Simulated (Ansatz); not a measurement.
**AlCl3H2Se: small, medium and large basis sets**

The task here is to estimate one member of a computed series from the others.

Program: Ansatz 0.2.0, Gaussian basis. Level of theory: one geometry, several basis sets. These are calculated values, not measurements.

Plan: PBE0-D4/def2-SVP; ωB97M-V/def2-SVP; PBE0-D4/def2-QZVPP; ωB97M-V/def2-QZVPP; the functionals' def2-TZVPP values are taken from earlier runs.

**The relaxed structure**

All runs share one geometry, relaxed beforehand with PBE0-D4 in a triple-zeta def2 set.

SMILES `[Cl][Al-]([Cl])([Cl])[SeH2+]`, 7 atoms, charge 0, spin multiplicity 1.

Atoms are counted from 1 here; the program's logs count them from 0.

Bond lengths: Cl1–Al2 2.102 Å, Al2–Cl3 2.102 Å, Al2–Cl4 2.103 Å, Al2–Se5 2.601 Å, Se5–H6 1.470 Å, Se5–H7 1.470 Å. Angles: Cl1–Al2–Cl3 118.0°, Cl1–Al2–Cl4 116.9°, Cl1–Al2–Se5 98.4°, Cl3–Al2–Cl4 116.9°, Cl3–Al2–Se5 98.4°, Cl4–Al2–Se5 102.0°, Al2–Se5–H6 94.9°, Al2–Se5–H7 95.0°, H6–Se5–H7 91.7°.

Geometry (Å):

```csv
atom,x (Å),y (Å),z (Å)
Cl1,-0.6275,-1.1640,2.2274
Al2,0.0428,-1.0120,0.2411
Cl3,2.0050,-1.6315,-0.1878
Cl4,-1.3930,-1.2824,-1.2717
Se5,0.4309,1.5593,0.1674
H6,-0.9982,1.9013,0.1208
H7,0.5401,1.6292,-1.2971
```

Set-up of the first run:

Input file in.yaml:

```yaml
crystal:
  periodic: [false, false, false]
  atoms:
    - {symbol: Cl, position_ang: [-0.627511, -1.163955, 2.227384]}
    - {symbol: Al, position_ang: [0.042796, -1.012012, 0.241055]}
    - {symbol: Cl, position_ang: [2.004961, -1.631479, -0.187784]}
    - {symbol: Cl, position_ang: [-1.393037, -1.282369, -1.271692]}
    - {symbol: Se, position_ang: [0.430908, 1.559285, 0.167355]}
    - {symbol: H, position_ang: [-0.998176, 1.901327, 0.120796]}
    - {symbol: H, position_ang: [0.540059, 1.629214, -1.297104]}
basis:
  gaussian: {orbitals: def2-SVP}
hamiltonian: {xc: pbe0, dispersion: d4}
output: {orbitals: {seedname: orbitals}}
```

Launch:

```console
$ ansatz run in.yaml --threads 4 --pin off --events-out ev --progress --plain --max-ram 10444MiB
```

Steps of the session up to this table: PBE0-D4 in def2-SVP; ωB97M-V in def2-SVP; PBE0-D4 in def2-QZVPP; ωB97M-V in def2-QZVPP.

One table of the session follows, with a row left open; its other results are not shown here.

It belongs to the step «Functionals by basis». 

| functional | basis | HOMO (eV) |
| --- | --- | --- |
| PBE0-D4 | def2-SVP | -8.51 |
| PBE0-D4 | def2-TZVPP | -8.71 |
| PBE0-D4 | def2-QZVPP | ? |
| ωB97M-V | def2-SVP | -10.70 |
| ωB97M-V | def2-TZVPP | -10.96 |
| ωB97M-V | def2-QZVPP | -11.03 |

Q: Estimate the row for PBE0-D4, def2-QZVPP from the others.

**Answer.** HOMO (eV): -8.75. In the column «HOMO (eV)» it lies between ωB97M-V, def2-SVP (-10.70) and PBE0-D4, def2-TZVPP (-8.71).
